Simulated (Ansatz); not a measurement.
# Si₃NH₇: small, medium and large basis sets

The task here is to estimate one member of a computed series from the others.

Program: Ansatz 0.2.0, Gaussian basis. Level of theory: one geometry, several basis sets. These are calculated values, not measurements.

The runs, in order: PBE0-D4/def2-SVP; ωB97M-V/def2-SVP; PBE0-D4/def2-QZVPP; ωB97M-V/def2-QZVPP; CCSD(T)/cc-pV(D+d)Z; CCSD(T)/cc-pV(T+d)Z; CCSD(T)/cc-pV(Q+d)Z; the functionals' def2-TZVPP values are taken from earlier runs.

## The geometry

The geometry comes from an earlier relaxation with PBE0-D4 in a triple-zeta def2 set; it is a stationary point, not always the lowest conformer.

SMILES `[SiH]N([SiH3])[SiH3]`, 11 atoms, charge 0, spin multiplicity 1.

Atoms are counted from 1 here; the program's logs count them from 0.

Bond lengths: Si1–N2 1.732 Å, Si1–H5 1.543 Å, N2–Si3 1.748 Å, N2–Si4 1.755 Å, Si3–H6 1.484 Å, Si3–H7 1.486 Å, Si3–H8 1.486 Å, Si4–H9 1.483 Å, Si4–H10 1.483 Å, Si4–H11 1.491 Å. Angles: N2–Si1–H5 94.4°, Si1–N2–Si3 121.0°, Si1–N2–Si4 118.8°, Si3–N2–Si4 120.2°, N2–Si3–H6 107.7°, N2–Si3–H7 110.3°, N2–Si3–H8 110.3°, H6–Si3–H7 110.1°, H6–Si3–H8 110.1°, H7–Si3–H8 108.4°, N2–Si4–H9 110.6°, N2–Si4–H10 110.6°, N2–Si4–H11 107.9°, H9–Si4–H10 110.0°, H9–Si4–H11 108.8°, H10–Si4–H11 108.8°.

Set-up of the first run:

The input, in.yaml:

```yaml
crystal:
  periodic: [false, false, false]
  atoms:
    - {symbol: Si, position_ang: [-0.615592, 2.091452, 0.008784]}
    - {symbol: N, position_ang: [-0.054011, 0.455326, 0.101155]}
    - {symbol: Si, position_ang: [1.073201, -0.040836, 1.341718]}
    - {symbol: Si, position_ang: [-0.636630, -0.705717, -1.078237]}
    - {symbol: H, position_ang: [-1.510640, 1.841003, -1.222523]}
    - {symbol: H, position_ang: [1.373940, 1.146918, 2.179003]}
    - {symbol: H, position_ang: [2.321851, -0.560345, 0.725759]}
    - {symbol: H, position_ang: [0.479679, -1.117182, 2.176914]}
    - {symbol: H, position_ang: [-2.109783, -0.848683, -0.987453]}
    - {symbol: H, position_ang: [-0.249913, -0.296471, -2.450056]}
    - {symbol: H, position_ang: [-0.006702, -2.022466, -0.774465]}
basis:
  gaussian: {orbitals: def2-SVP}
hamiltonian: {xc: pbe0, dispersion: d4}
output: {orbitals: {seedname: orbitals}}
```

Command:

```sh
$ ansatz run in.yaml --threads 2 --pin off --events-out ev --progress --plain --max-ram 32768MiB --backend cpu
```

Steps of the session up to this table: PBE0-D4 in def2-SVP; ωB97M-V in def2-SVP; PBE0-D4 in def2-QZVPP; ωB97M-V in def2-QZVPP.

One of the session's tables, all rows but one given; the rest of the session is left out.

| functional | basis | HOMO (eV) | LUMO (eV) |
| --- | --- | --- | --- |
| PBE0-D4 | def2-SVP | -6.55 | -2.06 |
| PBE0-D4 | def2-TZVPP | -6.61 | -2.16 |
| PBE0-D4 | def2-QZVPP | ? | ? |
| ωB97M-V | def2-SVP | -8.60 | 0.00 |
| ωB97M-V | def2-TZVPP | -8.70 | -0.22 |
| ωB97M-V | def2-QZVPP | -8.72 | -0.31 |

**Question.** Estimate the row for PBE0-D4, def2-QZVPP.

**Answer.** HOMO (eV): -6.62; LUMO (eV): -2.19. In the column «HOMO (eV)» it lies between ωB97M-V, def2-SVP (-8.60) and PBE0-D4, def2-TZVPP (-6.61).
